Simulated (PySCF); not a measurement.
# RuOCl₂: triplet, from a T-shaped (ligand arrangement 1) start

Aim: relax RuOCl₂ as a triplet from a T-shaped (ligand arrangement 1) start, check by its vibrations whether the end is a minimum, and collect its spectrum and constants.

Method: PBE0, basis Ru def2-TZVP with ECP28, O def2-TZVP, Cl def2-TZVP, scalar-relativistic core potentials, no spin–orbit coupling, density fitting; program: PySCF 2.14.0.

## Step 1: The starting structure

4 atoms, charge 0, spin multiplicity 3.

Bond lengths: Ru1–O2 1.710 Å, Ru1–Cl3 2.240 Å, Ru1–Cl4 2.240 Å. Angles: O2–Ru1–Cl3 88.0°, O2–Ru1–Cl4 176.0°, Cl3–Ru1–Cl4 88.0°.

Coordinates in bohr (charge 0 multiplicity 3):
```
Ru    0.0000    0.0000    0.0000
O    -3.2295    0.0000    0.1128
Cl    0.0000    0.0000    4.2330
Cl    4.2303    0.0000    0.1478
```

## Step 2: Finding the electronic state

One driver script runs all steps and calls PySCF; scf.py shows how it sets up the SCF of each step. The optimiser is the driver's own. After this first run the driver tries any further starts and a stability analysis.

The input, scf.py:

```python
from pyscf import gto, scf, dft
mol = gto.M(atom='''
Ru     0.000000     0.000000     0.000000
O     -1.709000     0.000000     0.059700
Cl     0.000000     0.000000     2.240000
Cl     2.238600     0.000000     0.078200''',
    basis={'Ru': 'def2-TZVP', 'O': 'def2-TZVP', 'Cl': 'def2-TZVP'},
    ecp={'Ru': 'def2-TZVP'},
    charge=0, spin=2)
mf = dft.UKS(mol, xc='PBE0')
mf.grids.atom_grid = (50, 194)
aux = {'Ru': 'def2-universal-JKFIT', 'O': 'def2-universal-JKFIT', 'Cl': 'def2-universal-JKFIT'}
mf = mf.density_fit(auxbasis=aux)
mf.conv_tol = 1e-08
mf.diis_space = 10
mf.max_cycle = 60
mf.init_guess = 'minao'
mf.verbose = 4
mf.kernel()
```

On the command line:

```sh
> OMP_NUM_THREADS=4 python axn.py task.json out
```

After this run come: Relaxing the triplet from the T-shaped (ligand arrangement 1) start; Hessian and properties.

Before running it: what results should come out? Wanted: minimum; geometry; wavenumbers; dipole moment; highest occupied, lowest empty level; polar-tensor charge of Ru1; zero-point energy; atomisation energy; ⟨S²⟩.

The runs gave:

| quantity | value |
| --- | --- |
| minimum | triplet, C2v |
| geometry | Ru–Cl 2.206 Å (×2), Ru–O 1.642 Å; Cl–Ru–Cl 118.7°, Cl–Ru–O 120.6° (×2) |
| wavenumbers (cm⁻¹) | 109 (a1), 141 (b1), 201 (b2), 401 (a1), 442 (b2), 1050 (a1) |
| dipole moment | 0.16 D |
| highest occupied, lowest empty level (either spin) | -7.86, -4.68 eV |
| polar-tensor charge of Ru1 | +1.54 e |
| zero-point energy | 14.0 kJ/mol |
| entropy at 298.15 K | 335.4 J/(mol K) |
| atomisation energy (no zero-point energy) | 1135 kJ/mol |
| ⟨S²⟩ | 2.009 |

From Cs at the start the molecule goes to a C2v minimum. In the infrared the band at 1050 cm⁻¹ (a1, stretch) leads. Most of the spin sits on Ru1 (Mulliken spin 1.65, against 2 for the whole molecule). Other starts or spin states, not run here, may lie lower. One determinant may miss the lowest occupation of an open d or f shell.
